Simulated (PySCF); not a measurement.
**WO2Cl2: singlet, from a square planar (ligand arrangement 2) start**

Aim: relax WO2Cl2 as a singlet from a square planar (ligand arrangement 2) start, check by its vibrations whether the end is a minimum, and collect its spectrum and constants.

Program: PySCF 2.14.0. Level of theory: PBE0, basis W def2-SVP with ECP60, O def2-SVP, Cl def2-SVP, scalar-relativistic core potentials, no spin–orbit coupling, density fitting. These are calculated values, not measurements.

### 1 Where the work starts

5 atoms, charge 0, spin multiplicity 1.

Bond lengths: W1–O2 1.770 Å, W1–O3 1.770 Å, W1–Cl4 2.360 Å, W1–Cl5 2.360 Å. Angles: O2–W1–O3 180.0°, O2–W1–Cl4 90.0°, O2–W1–Cl5 90.0°, O3–W1–Cl4 90.0°, O3–W1–Cl5 90.0°, Cl4–W1–Cl5 180.0°.

```xyz
5
charge 0 multiplicity 1
W     0.0000    0.0000    0.0000
O     0.0000    1.7700    0.0000
O     0.0000   -1.7700    0.0000
Cl    2.3600    0.0000    0.0000
Cl   -2.3600    0.0000    0.0000
```

### 2 Square planar (ligand arrangement 2) start, singlet: relaxation

One driver script runs all steps and calls PySCF; scf.py shows how it sets up the SCF of each step. The optimiser is the driver's own. Before each start the driver seeks the lowest SCF state from one or more starting densities and follows internal instabilities, so scf.py alone need not reach the same state.

The program finds D2h symmetry in the start, which this walk keeps. The walk stops when the largest gradient is under 0.0003 Eh/bohr and the energy has settled too.

Contents of scf.py:

```python
from pyscf import gto, scf, dft
mol = gto.M(atom='''
W      0.000000     0.000000     0.000000
O      0.000000     1.770000    -0.000000
O     -0.000000    -1.770000     0.000000
Cl     2.360000    -0.000000     0.000000
Cl    -2.360000     0.000000    -0.000000''',
    basis={'W': 'def2-SVP', 'O': 'def2-SVP', 'Cl': 'def2-SVP'},
    ecp={'W': 'def2-SVP'},
    charge=0, spin=0)
mf = dft.RKS(mol, xc='PBE0')
mf.grids.atom_grid = (50, 194)
aux = {'W': 'def2-universal-JKFIT', 'O': 'def2-universal-JKFIT', 'Cl': 'def2-universal-JKFIT'}
mf = mf.density_fit(auxbasis=aux)
mf.kernel()
```

The runs that follow: Is it a minimum? Harmonic modes; Following the imaginary mode; Frequencies.

**Question.** What will these runs give? Wanted: minimum; geometry; wavenumbers; dipole moment; highest occupied, lowest empty level; polar-tensor charge of W1; zero-point energy; atomisation energy.

**Answer**, as computed:

| quantity | value |
| --- | --- |
| minimum | singlet, C2v |
| geometry | W–Cl 2.269 Å (×2), W–O 1.691 Å (×2); Cl–W–Cl 115.1°, Cl–W–O 108.8° (×4), O–W–O 106.0° |
| wavenumbers (cm⁻¹) | 112 (a1), 161 (b2), 219 (a2), 230 (b1), 353 (a1), 427 (a1), 433 (b1), 1029 (b2), 1069 (a1) |
| dipole moment | 1.80 D |
| highest occupied, lowest empty level | -9.82, -3.22 eV |
| polar-tensor charge of W1 | +2.20 e |
| zero-point energy | 24.1 kJ/mol |
| entropy at 298.15 K | 345.5 J/(mol K) |
| atomisation energy (no zero-point energy) | 2222 kJ/mol |

In words: The square planar (ligand arrangement 2) start (D2h) ends in a minimum of C2v symmetry. The strongest infrared band lies at 1029 cm⁻¹ (b2, stretch). Other starts or spin states, not run here, may lie lower. Spin–orbit coupling, left out here, can matter for elements this heavy.
